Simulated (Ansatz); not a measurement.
Write a Python script for Ansatz 0.2.0 through its Python package that makes a geometry optimisation of CH7BO2Si, SMILES COBO[SiH3]. Settings: PBE0, cc-pVDZ basis, multiplicity 1.

`ch7bo2si.xyz`
```text
12

C    -1.11760   -0.00270    1.46970
O    -1.55520   -0.76890    0.37120
B    -0.38390   -1.13750   -0.41140
O     0.03430   -0.44770   -1.65980
Si    1.23590    0.64010   -1.32800
H    -0.43600   -0.45850    2.12260
H    -0.73760    1.02350    1.11880
H    -2.02790    0.27480    2.06240
H     0.22650   -2.11870   -0.08000
H     0.69720    1.85710   -0.64600
H     2.24830    0.02900   -0.43000
H     1.89290    1.05430   -2.55560
```

Script `ch7bo2si_opt.py`:
```python
"""Relax the CH7BO2Si molecule."""

import ansatz as az
import numpy as np


def main() -> None:
    geometry = az.Crystal.molecule_from_extxyz("ch7bo2si.xyz")

    setup = geometry.calculation().basis(gaussian="cc-pVDZ").functional("pbe0")
    symbols = [site.symbol for site in geometry.cartesian_sites]
    start = np.array([site.position_ang for site in geometry.cartesian_sites], dtype=float)
    def progress(event):
        if event["event"] == "relax_step":
            row = event["data"]
            print(f"step {row['step']:3d}  E = {row['lagrangian_ev']:.6f} eV  max force {row['allowed_force_max_ev_ang']:.4f} eV/A")


    summary = setup.relax(force_tolerance=0.005).session().plan().execute(on_event=progress).report
    end = np.array(summary["positions_ang"])

    print("reference energy %16.6f eV" % summary["reference_energy_ev"])
    print("total energy     %16.6f eV" % summary["free_energy_ev"])
    print("occupied (up, down):", summary["n_occupied"], " virtual:", summary["n_virtual"], " frozen:", summary["n_frozen"])

    print("bond        before    after (A)")
    for i, j in [(0, 1), (0, 5), (0, 6), (0, 7), (1, 2), (2, 3), (2, 8), (3, 4), (4, 9), (4, 10), (4, 11)]:
        d0, d1 = (np.linalg.norm(xyz[i] - xyz[j]) for xyz in (start, end))
        print(f"{symbols[i]}{i}-{symbols[j]}{j}".ljust(10), f"{d0:8.4f} {d1:8.4f}")
    with open("ch7bo2si_opt.xyz", "w") as handle:
        handle.write(f"{len(symbols)}\nrelaxed CH7BO2Si\n")
        handle.writelines(f"{s:2s} {x:11.6f} {y:11.6f} {z:11.6f}\n" for s, (x, y, z) in zip(symbols, end))


if __name__ == "__main__":
    main()
```

```console
$ python ch7bo2si_opt.py
step   1  E = -13790.573339 eV  max force 3.1523 eV/A
step   2  E = -13791.108819 eV  max force 1.5282 eV/A
step   3  E = -13791.276279 eV  max force 1.0877 eV/A
step   4  E = -13791.402944 eV  max force 0.5557 eV/A
step   5  E = -13791.512183 eV  max force 0.6788 eV/A
step   6  E = -13791.615830 eV  max force 0.9477 eV/A
step   7  E = -13791.737201 eV  max force 0.5883 eV/A
step   8  E = -13791.830002 eV  max force 0.2830 eV/A
step   9  E = -13791.890751 eV  max force 0.2451 eV/A
step  10  E = -13791.942695 eV  max force 0.2067 eV/A
step  11  E = -13791.960854 eV  max force 0.7900 eV/A
step  12  E = -13792.030866 eV  max force 0.4805 eV/A
step  13  E = -13792.033136 eV  max force 0.6443 eV/A
step  14  E = -13792.059170 eV  max force 0.1836 eV/A
step  15  E = -13792.037397 eV  max force 0.3552 eV/A
step  16  E = -13792.064198 eV  max force 0.1574 eV/A
step  17  E = -13792.072904 eV  max force 0.0358 eV/A
step  18  E = -13792.075941 eV  max force 0.0123 eV/A
step  19  E = -13792.077753 eV  max force 0.0456 eV/A
step  20  E = -13792.076873 eV  max force 0.2509 eV/A
step  21  E = -13792.077574 eV  max force 0.2286 eV/A
step  22  E = -13792.079510 eV  max force 0.0184 eV/A
step  23  E = -13792.083372 eV  max force 0.0505 eV/A
step  24  E = -13792.086678 eV  max force 0.1917 eV/A
step  25  E = -13792.090280 eV  max force 0.1314 eV/A
step  26  E = -13792.098095 eV  max force 0.1184 eV/A
step  27  E = -13792.101983 eV  max force 0.2183 eV/A
step  28  E = -13792.105515 eV  max force 0.1255 eV/A
step  29  E = -13792.108197 eV  max force 0.0597 eV/A
step  30  E = -13792.109880 eV  max force 0.0409 eV/A
step  31  E = -13792.110304 eV  max force 0.0465 eV/A
step  32  E = -13792.110593 eV  max force 0.0131 eV/A
step  33  E = -13792.110386 eV  max force 0.0589 eV/A
step  34  E = -13792.110620 eV  max force 0.0069 eV/A
step  35  E = -13792.110641 eV  max force 0.0054 eV/A
step  36  E = -13792.110656 eV  max force 0.0047 eV/A
reference energy    -13792.110688 eV
total energy        -13792.110688 eV
occupied (up, down): [24, 24]  virtual: [85, 85]  frozen: 0
bond        before    after (A)
C0-O1        1.4090   1.4113
C0-H5        1.0481   1.1021
C0-H6        1.1492   1.1007
C0-H7        1.1211   1.1008
O1-B2        1.4561   1.3607
B2-O3        1.4863   1.3603
B2-H8        1.2022   1.2100
O3-Si4       1.6545   1.7050
Si4-H9       1.4955   1.4958
Si4-H10      1.4849   1.4957
Si4-H11      1.4527   1.4933
```

`ch7bo2si_opt.xyz`, as written:
```text
12
relaxed CH7BO2Si
C    -1.225957   -0.049819    1.779165
O    -0.407069    0.074239    0.636425
B    -0.136163   -0.987472   -0.170426
O     0.660728   -0.791280   -1.255324
Si    1.365583    0.694727   -1.704940
H    -1.581374   -1.084025    1.915623
H    -0.654684    0.253755    2.669701
H    -2.095314    0.617849    1.678065
H    -0.583088   -2.089062    0.054891
H     0.308790    1.712406   -1.996457
H     2.278483    1.192309   -0.629682
H     2.146964    0.401175   -2.943140
```

Notes:
- Total energies depend on the basis set; only differences at equal settings carry meaning.
- The end point is the stationary point reached from this start; no frequency run checks that it is a minimum, and the basis set is modest.
- Hardware and time: 3.8 min on 1 thread of Arm Neoverse V1, with other jobs on the host, peak memory 0.31 GiB.

(Lines on the test bed's own set-up are left out of the output.)
